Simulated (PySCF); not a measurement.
**C2H4BClO2 (SMILES CC(=O)OBCl): MP2/def2-SVPD**

Aim: the vertical ionisation energy of C2H4BClO2 at MP2/def2-SVPD, from 2 runs. 

Program for the calculation: PySCF 2.14.0.

## Step 1: Starting point

C2H4BClO2 has 10 atoms, charge 0, and is taken as a singlet. As SMILES, `CC(=O)OBCl`. The coordinates come from a PBE0-D4/def2-TZVP relaxation. This is one conformer, not always the lowest.

Bond lengths: C1–C2 1.491 Å, C2–O3 1.190 Å, C2–O4 1.380 Å, O4–B5 1.361 Å, B5–Cl6 1.745 Å, C1–H7 1.092 Å, C1–H8 1.092 Å, C1–H9 1.087 Å, B5–H10 1.186 Å. Some angles: C1–C2–O3 126.8°, C1–C2–O4 110.6°, O3–C2–O4 122.6°, C2–O4–B5 122.1°, O4–B5–Cl6 116.7°, C2–C1–H7 109.7°, C2–C1–H8 109.3°, C2–C1–H9 109.9°, O4–B5–H10 123.0°, Cl6–B5–H10 120.2°.

## Step 2: A single-point energy at MP2/def2-SVPD

job.py reads:

```python
from pyscf import gto, scf, mp

mol = gto.M(
    atom='''
C      0.215000    -1.656600    -0.156000
C      0.585700    -0.230900     0.073500
O      1.685000     0.223600     0.105500
O     -0.541700     0.534200     0.292100
B     -0.547800     1.882400     0.106700
Cl    -1.982000     2.737700     0.612600
H     -0.447900    -1.730400    -1.020500
H     -0.341700    -2.029000     0.706400
H      1.111000    -2.251200    -0.312900
H      0.347500     2.469100    -0.404400
''',
    max_memory=1860,
    basis='def2-svpd',
    verbose=3,
    charge=0,
)

mf = scf.RHF(mol)
mf.conv_tol = 1e-10
mf.kernel()
if not mf.converged:
    mf = mf.newton().run(mf.mo_coeff, mf.mo_occ)

pt = mp.MP2(mf, frozen=10).run()
e_final = pt.e_tot
print('E = %.10f Eh' % e_final)
```

On the command line:

```bash
$ OMP_NUM_THREADS=1 python job.py
```

Standard output:

```text
converged SCF energy = -711.763688616395
E(RMP2) = -712.645335373164  E_corr = -0.881646756769063
E(SCS-RMP2) = -712.622088033466  E_corr = -0.858399417070407
E = -712.6453353732 Eh
```

Wall time 15 s (1 thread of Arm Neoverse V1, shared host); peak memory 1.1 GiB.

## Step 3: The doublet cation, same level

calc.py reads:

```python
from pyscf import gto, scf, mp

mol = gto.Mole()
mol.atom = '''
C      0.215000    -1.656600    -0.156000
C      0.585700    -0.230900     0.073500
O      1.685000     0.223600     0.105500
O     -0.541700     0.534200     0.292100
B     -0.547800     1.882400     0.106700
Cl    -1.982000     2.737700     0.612600
H     -0.447900    -1.730400    -1.020500
H     -0.341700    -2.029000     0.706400
H      1.111000    -2.251200    -0.312900
H      0.347500     2.469100    -0.404400
'''
mol.basis = 'def2-svpd'
mol.verbose = 4
mol.charge = 1
mol.spin = 1
mol.max_memory = 1860
mol.build()

calc0 = scf.UHF(mol)
calc0.conv_tol = 1e-10
calc0.kernel()
if not calc0.converged:
    calc0 = calc0.newton().run(calc0.mo_coeff, calc0.mo_occ)

pt = mp.MP2(calc0, frozen=10).run()
energy = pt.e_tot
print(f'total energy: {energy:.8f} hartree')
```

On the command line:

```bash
$ OMP_NUM_THREADS=1 python calc.py
```

Standard output:

```text
PySCF version 2.14.0

[INPUT] num. atoms = 10
[INPUT] num. electrons = 53
[INPUT] charge = 1
[INPUT] spin (= nelec alpha-beta = 2S) = 1
[INPUT] symmetry False subgroup None
[INPUT] Mole.unit = angstrom
[INPUT] Symbol           X                Y                Z      unit          X                Y                Z       unit  Magmom
[INPUT]  1 C      0.215000000000  -1.656600000000  -0.156000000000 AA    0.406291116781  -3.130520297954  -0.294797275432 Bohr   0.0
[INPUT]  2 C      0.585700000000  -0.230900000000   0.073500000000 AA    1.106812591158  -0.436337762162   0.138894870156 Bohr   0.0
[INPUT]  3 O      1.685000000000   0.223600000000   0.105500000000 AA    3.184188519892   0.422542761453   0.199366106142 Bohr   0.0
[INPUT]  4 O     -0.541700000000   0.534200000000   0.292100000000 AA   -1.023664641677   1.009491695743   0.551989000985 Bohr   0.0
[INPUT]  5 B     -0.547800000000   1.882400000000   0.106700000000 AA   -1.035191971037   3.557220456881   0.201633777491 Bohr   0.0
[INPUT]  6 Cl    -1.982000000000   2.737700000000   0.612600000000 AA   -3.745437178888   5.173503211222   1.157646223909 Bohr   0.0
[INPUT]  7 H     -0.447900000000  -1.730400000000  -1.020500000000 AA   -0.846408331193  -3.269982085947  -1.928465510119 Bohr   0.0
[INPUT]  8 H     -0.341700000000  -2.029000000000   0.706400000000 AA   -0.645719416764  -3.834254306743   1.334902534393 Bohr   0.0
[INPUT]  9 H      1.111000000000  -2.251200000000  -0.312900000000 AA    2.099485724392  -4.254151451621  -0.591295304376 Bohr   0.0
[INPUT] 10 H      0.347500000000   2.469100000000  -0.404400000000 AA    0.656679828286   4.665922774164  -0.764205244774 Bohr   0.0

nuclear repulsion = 258.093165158043
number of shells = 69
number of NR pGTOs = 241
number of NR cGTOs = 165
basis = def2-svpd
ecp = {}

[... 79 lines left out ...]
[... the frontier-level lines of each cycle are left out ...]
cycle= 16 E= -711.401089813664  delta_E= -4.57e-07  |g|= 0.000172  |ddm|= 0.00147
cycle= 17 E= -711.401090103406  delta_E= -2.9e-07  |g|= 9.19e-05  |ddm|= 0.00162
cycle= 18 E= -711.40109016035  delta_E= -5.69e-08  |g|= 5.43e-05  |ddm|= 0.000701
cycle= 19 E= -711.40109017381  delta_E= -1.35e-08  |g|= 3.09e-05  |ddm|= 0.000349
cycle= 20 E= -711.401090177415  delta_E= -3.6e-09  |g|= 1.28e-05  |ddm|= 0.000194
cycle= 21 E= -711.401090177877  delta_E= -4.62e-10  |g|= 6.42e-06  |ddm|= 5.91e-05
cycle= 22 E= -711.401090177974  delta_E= -9.78e-11  |g|= 3.8e-06  |ddm|= 2.23e-05
Extra cycle  E= -711.401090177989  delta_E= -1.47e-11  |g|= 2.83e-06  |ddm|= 6.4e-06
converged SCF energy = -711.401090177989  <S^2> = 0.76786367  2S+1 = 2.0177846

******** <class 'pyscf.mp.ump2.UMP2'> ********
nocc = (np.int64(17), np.int64(16)), nmo = (155, 155)
frozen orbitals 10
E(UMP2) = -712.222274659942  E_corr = -0.821184481953268
E(SCS-UMP2) = -712.202862769426  E_corr = -0.801772591437148
E_corr(same-spin) = -0.211902446430893
E_corr(oppo-spin) = -0.609282035522375
total energy: -712.22227466 hartree
```

Wall time 58 s (1 thread of Arm Neoverse V1, shared host); peak memory 1.6 GiB.

## Step 4: Results

Level: MP2/def2-SVPD, 10 core orbitals frozen.

| quantity | value |
| --- | --- |
| singlet C2H4BClO2: total energy | -712.64534 Eh |
| singlet C2H4BClO2: dipole moment (Hartree–Fock density) | 2.57 D |
| singlet C2H4BClO2: HOMO energy (Hartree–Fock orbitals) | -12.45 eV |
| singlet C2H4BClO2: LUMO energy (Hartree–Fock orbitals) | 1.79 eV |
| singlet C2H4BClO2: HOMO–LUMO gap (Hartree–Fock orbitals) | 14.24 eV |
| singlet C2H4BClO2: correlation energy (10 core orbitals frozen) | -881.6 mEh |
| doublet cation: total energy | -712.22227 Eh |
| doublet cation: HOMO energy (Hartree–Fock orbitals) (highest over α and β) | -16.75 eV |
| doublet cation: LUMO energy (Hartree–Fock orbitals) (lowest over α and β) | -7.05 eV |
| doublet cation: correlation energy (10 core orbitals frozen) | -821.2 mEh |
| doublet cation: ⟨S²⟩ of the reference determinant | 0.768 |
| vertical ionisation energy (to the doublet cation) | 11.512 eV |

The vertical ionisation energy comes to 11.51 eV (265 kcal/mol). Mulliken charges (singlet C2H4BClO2) of the mean-field density run from -1.15 on O4 to +0.90 on B5; in a basis this large or diffuse they mean little.
